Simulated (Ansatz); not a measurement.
# YNi2B2C: properties at the relaxed cell

The task here is to estimate one member of a computed series from the others.

Computed with Ansatz 0.2.0 (DFT r2SCAN, scalar-relativistic, plane waves, PAW, unless a step's input says otherwise).

1 further run of the same task is left out (set aside as unsound or not needed). Runs told in other sessions of the task aren't counted.

## The starting structure

It takes space group I4/mmm (No. 139, tetragonal). The conventional cell has a = 3.518 Å, b = 3.518 Å, c = 10.414 Å, α = 90.00°, β = 90.00°, γ = 90.00°. Y (site symmetry 4/mmm) has 4 C at 2.49 Å in its first shell of neighbours. Ni (site symmetry -4m2) has 4 B at 2.08 Å in its first shell of neighbours. B (site symmetry 4mm) is surrounded by 1 C at 1.49 Å and 4 Ni at 2.08 Å. C (site symmetry 4/mmm) is surrounded by 2 B at 1.49 Å.

Structure file:

```xyz
6
Lattice="-1.7589 1.7589 5.2072 1.7589 -1.7589 5.2072 1.7589 1.7589 -5.2072" Properties=species:S:1:pos:R:3 pbc="T T T"
Y     0.0000    0.0000    5.2072
Ni    0.0000    1.7589    2.6036
Ni    1.7589    0.0000    2.6036
B     0.0000    0.0000    1.4925
B     0.0000    0.0000    8.9220
C     0.0000    0.0000    0.0000
```

It goes back to an entry of the Materials Project.

This cell was relaxed beforehand with the same method: volume 10.74 Å³/atom, gap on the mesh none (metal).

The first run:

input.yaml reads:

```yaml
crystal:
  lattice:
    - [-1.7410985409, 1.7410985409, 5.1546318455]
    - [1.7410985409, -1.7410985409, 5.1546318455]
    - [1.7410985409, 1.7410985409, -5.1546318455]
  atoms:
    - { symbol: "Y", position: [0.5, 0.5, 0.0] }
    - { symbol: Ni, position: [0.75, 0.25, 0.5] }
    - { symbol: Ni, position: [0.25, 0.75, 0.5] }
    - { symbol: B, position: [0.1433117664, 0.1433117664, 0.0] }
    - { symbol: B, position: [0.8566882336, 0.8566882336, 0.0] }
    - { symbol: C, position: [0.0, 0.0, 0.0] }
basis:
  ecutwfc: 500
kpoints:
  mp_grid: { grid: [14, 14, 14] }
hamiltonian:
  xc: r2scan
scf:
  occupations: { method: gaussian, width: 0.1 }
output:
  forces: true
  stress: true
  eigenvalues: true
relax:
  adjacent_minimum: "off"
  f_tol: 0.01
  max_steps: 30
  cell: { stress_tol: 0.1, fix: [volume] }
```

On the command line:

```sh
> ansatz run input.yaml --threads 2 --pin off --max-ram 5120MiB --backend cpu --events-out ev --progress --plain --runs-dir out
```

Among the steps run: Volume × 0.97; Volume × 1.03; Point at V/V0 = 0.94; Volume × 1.06; Point at V/V0 = 0.91.

One of the session's tables, all rows but one given; the rest of the session is left out.

It belongs to the step «Energy against volume». 

```
volume (Å³/atom)  energy above the lowest point (meV/atom)  pressure (GPa)
           9.773                                      61.8           22.28
          10.095                                      25.9           13.66
          10.417                                       6.1            6.30
          10.739                                       0.0           -0.01
          11.062                                         ?               ?
          11.384                                      21.2           -9.97
```

Q: Estimate the row for volume (Å³/atom) = 11.062 from the others.

Worked estimate for «energy above the lowest point (meV/atom)». A straight line through the neighbours (10.739, 0.0) and (11.384, 21.2) gives 0.0 + (21.2 − 0.0) × (11.062 − 10.739) / (11.384 − 10.739) = 10.6; a parabola fitted to 3 rows on both sides gives 5.0.

**Answer.** energy above the lowest point (meV/atom): 5.6; pressure (GPa): -5.39. In «energy above the lowest point (meV/atom)» the line misses by +5.0 and the parabola by -0.6.

Caveats from the session: Spin polarisation is off in the runs that give these values; a magnetic solution could lie lower.
